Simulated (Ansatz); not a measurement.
Wanted: the native input for an Ansatz 0.2.0 run.

```yaml
Task: band structure
Functional: PBE
Potentials_or_basis: Ansatz PAW
Cutoff: "420 eV (not typed: the program's choice for these potentials)"
k_mesh: 4 × 4 × 3
Occupations: fermi-dirac, width 0.05 eV
Spin: no spin polarisation
Path: "[[\"X\", \"G\", \"Y\"], [\"L\", \"G\", \"Z\"], [\"N\", \"G\", \"M\"], [\"R\", \"G\"]]"
Points_for_each_segment_of_the_path: 10
```

Crystal: Ge2Sb2Te5.

```
Te Sb Ge
1.0
     6.83914   -3.06601    0.00000
     6.83914    3.06601    0.00000
    -6.83098    0.00000    6.84761
Te Sb Ge
5 2 2
Direct
  0.59470 0.59470 0.38643
  0.79529 0.79529 0.19611
  0.00832 0.00832 0.00643
  0.20652 0.20652 0.80980
  0.39996 0.39996 0.59712
  0.90171 0.90171 0.58787
  0.11187 0.11187 0.41735
  0.28429 0.28429 0.18783
  0.49734 0.49734 0.01104
```

The cell comes from a database or a generator and needn't be the stable form of this composition.

These files were run (other wordings do the same):

input.yaml

```yaml
crystal:
  lattice:
    - [6.839136, -3.066006, 0.0]
    - [6.839136, 3.066006, 0.0]
    - [-6.830977, 0.0, 6.847609]
  atoms:
    - { symbol: Te, position: [0.594702, 0.594702, 0.386433] }
    - { symbol: Te, position: [0.795288, 0.795288, 0.196112] }
    - { symbol: Te, position: [0.008324, 0.008324, 0.006435] }
    - { symbol: Te, position: [0.206519, 0.206519, 0.809803] }
    - { symbol: Te, position: [0.399959, 0.399959, 0.597118] }
    - { symbol: Sb, position: [0.901708, 0.901708, 0.587873] }
    - { symbol: Sb, position: [0.11187, 0.11187, 0.417352] }
    - { symbol: Ge, position: [0.284287, 0.284287, 0.18783] }
    - { symbol: Ge, position: [0.497343, 0.497343, 0.011044] }
hamiltonian:
  xc: pbe
  pseudopotentials: { kind: paw }
kpoints:
  mp_grid: { grid: [4, 4, 3] }
  band_path:
    path:
      - [[-0.5, -0.5, 0.5], [0.0, 0.0, 0.0], [0.0, 0.0, -0.5]]
      - [[-0.5, -0.5, 0.0], [0.0, 0.0, 0.0], [0.5, 0.0, 0.0]]
      - [[0.0, -0.5, 0.5], [0.0, 0.0, 0.0], [0.5, 0.0, -0.5]]
      - [[0.0, -0.5, 0.0], [0.0, 0.0, 0.0]]
    npoints: 10
scf:
  occupations: { method: fermi_dirac, width: 0.05 }
  n_extra_bands: 22
output:
  forces: true
  stress: true
  eigenvalues: true
  fatbands: false
  write_density: true
  write_potential: true
  elf: true
  volumetric_format: npy
```

Potentials or basis: Ansatz PAW.

The run is started by

```bash
$ ansatz run input.yaml --threads 4 --pin off --max-ram 11264MiB --backend cpu --events-out ev --progress --plain --runs-dir out
```

Results of the run:

- Pressure: -0.1 GPa
- Largest force: 0.158 eV/Å
- Band gap on the k mesh: 0.06 eV, direct
- Band gap along the path: 0.06 eV, direct

Caveat: spin-orbit coupling is left out, which moves the levels of the heavy elements.

Wall time 45 s on 4 threads of Arm Neoverse V2, on a shared host, peak memory 1.7 GiB.
